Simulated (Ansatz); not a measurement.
# C₉H₂₁BiO₃: small, medium and large basis sets

The task here is to estimate one member of a computed series from the others.

Computed with Ansatz 0.2.0, Gaussian basis. Level: one geometry, several basis sets.

Levels to be run: PBE0-D4/def2-SVP; ωB97M-V/def2-SVP; PBE0-D4/def2-QZVPP; ωB97M-V/def2-QZVPP; the functionals' def2-TZVPP values are taken from earlier runs.

## The relaxed structure

An earlier PBE0-D4 in a triple-zeta def2 set relaxation fixed the geometry. Bi takes the def2 core potential; no spin-orbit term is included.

SMILES `C[O][Bi]([O]C(C)(C)C)[O]C(C)(C)C`, 34 atoms, charge 0, spin multiplicity 1.

Atoms are counted from 1 here; the program's logs count them from 0.

Bond lengths: C1–O2 1.407 Å, C1–H14 1.097 Å, C1–H15 1.095 Å, C1–H16 1.095 Å, O2–Bi3 2.055 Å, Bi3–O4 2.073 Å, Bi3–O9 2.043 Å, O4–C5 1.420 Å, C5–C6 1.524 Å, C5–C7 1.523 Å, C5–C8 1.525 Å, C6–H17 1.093 Å, C6–H18 1.092 Å, C6–H19 1.092 Å, C7–H20 1.092 Å, C7–H21 1.092 Å, C7–H22 1.093 Å, C8–H23 1.092 Å and more. Angles: O2–C1–H14 112.1°, O2–C1–H15 112.0°, O2–C1–H16 108.0°, H14–C1–H15 108.1°, H14–C1–H16 108.1°, H15–C1–H16 108.4°, C1–O2–Bi3 121.7°, O2–Bi3–O4 98.8°, O2–Bi3–O9 95.7°, O4–Bi3–O9 95.3°, Bi3–O4–C5 124.7°, O4–C5–C6 109.3°, O4–C5–C7 105.9°, O4–C5–C8 111.3°, C6–C5–C7 110.4°, C6–C5–C8 110.0°, C7–C5–C8 109.8°, C5–C6–H17 111.2° and more.

The first run:

in.yaml reads:

```yaml
crystal:
  periodic: [false, false, false]
  atoms:
    - {symbol: C, position_ang: [-1.663248, 1.008107, -2.336200]}
    - {symbol: O, position_ang: [-0.292353, 1.267206, -2.517359]}
    - {symbol: Bi, position_ang: [1.150402, 0.167462, -1.551949]}
    - {symbol: O, position_ang: [0.675942, 0.668710, 0.402326]}
    - {symbol: C, position_ang: [0.855517, 1.956091, 0.974106]}
    - {symbol: C, position_ang: [-0.369516, 2.813371, 0.680981]}
    - {symbol: C, position_ang: [1.000114, 1.730383, 2.472843]}
    - {symbol: C, position_ang: [2.108589, 2.634995, 0.430025]}
    - {symbol: O, position_ang: [0.105127, -1.587440, -1.556611]}
    - {symbol: C, position_ang: [-0.294582, -2.433178, -0.482387]}
    - {symbol: C, position_ang: [0.860405, -2.648945, 0.487541]}
    - {symbol: C, position_ang: [-0.683326, -3.752148, -1.135826]}
    - {symbol: C, position_ang: [-1.491778, -1.825481, 0.236486]}
    - {symbol: H, position_ang: [-1.986239, 1.197368, -1.305029]}
    - {symbol: H, position_ang: [-1.922801, -0.025556, -2.588985]}
    - {symbol: H, position_ang: [-2.223334, 1.677298, -2.996917]}
    - {symbol: H, position_ang: [-0.289541, 3.792669, 1.160178]}
    - {symbol: H, position_ang: [-0.481694, 2.962513, -0.395368]}
    - {symbol: H, position_ang: [-1.267498, 2.318223, 1.056276]}
    - {symbol: H, position_ang: [0.119741, 1.211158, 2.856235]}
    - {symbol: H, position_ang: [1.877670, 1.114049, 2.680113]}
    - {symbol: H, position_ang: [1.104752, 2.678754, 3.005969]}
    - {symbol: H, position_ang: [2.292480, 3.584463, 0.937724]}
    - {symbol: H, position_ang: [2.985703, 1.998147, 0.576147]}
    - {symbol: H, position_ang: [2.005339, 2.861767, -0.637555]}
    - {symbol: H, position_ang: [1.728175, -3.049152, -0.044326]}
    - {symbol: H, position_ang: [1.134045, -1.708513, 0.972804]}
    - {symbol: H, position_ang: [0.585613, -3.361474, 1.269111]}
    - {symbol: H, position_ang: [0.172258, -4.180984, -1.661770]}
    - {symbol: H, position_ang: [-1.029359, -4.469393, -0.387312]}
    - {symbol: H, position_ang: [-1.484684, -3.589930, -1.859299]}
    - {symbol: H, position_ang: [-1.848286, -2.492632, 1.025857]}
    - {symbol: H, position_ang: [-2.308809, -1.663088, -0.469831]}
    - {symbol: H, position_ang: [-1.216921, -0.869022, 0.683699]}
basis:
  gaussian: {orbitals: def2-SVP}
hamiltonian: {xc: pbe0, dispersion: d4}
output: {orbitals: {seedname: orbitals}}
```

Steps of the session up to this table: PBE0-D4 in def2-SVP; ωB97M-V in def2-SVP; PBE0-D4 in def2-QZVPP; ωB97M-V in def2-QZVPP.

One table of the session follows, with a row left open; its other results are not shown here.

It belongs to the step «Density functionals: the series». 

| functional | basis | HOMO (eV) |
| --- | --- | --- |
| PBE0-D4 | def2-SVP | -7.06 |
| PBE0-D4 | def2-TZVPP | -7.19 |
| PBE0-D4 | def2-QZVPP | -7.21 |
| ωB97M-V | def2-SVP | -9.31 |
| ωB97M-V | def2-TZVPP | ? |
| ωB97M-V | def2-QZVPP | -9.47 |

**Question.** Estimate the row for ωB97M-V, def2-TZVPP.

**Answer.** HOMO (eV): -9.46. In the column «HOMO (eV)» it lies between ωB97M-V, def2-QZVPP (-9.47) and ωB97M-V, def2-SVP (-9.31).
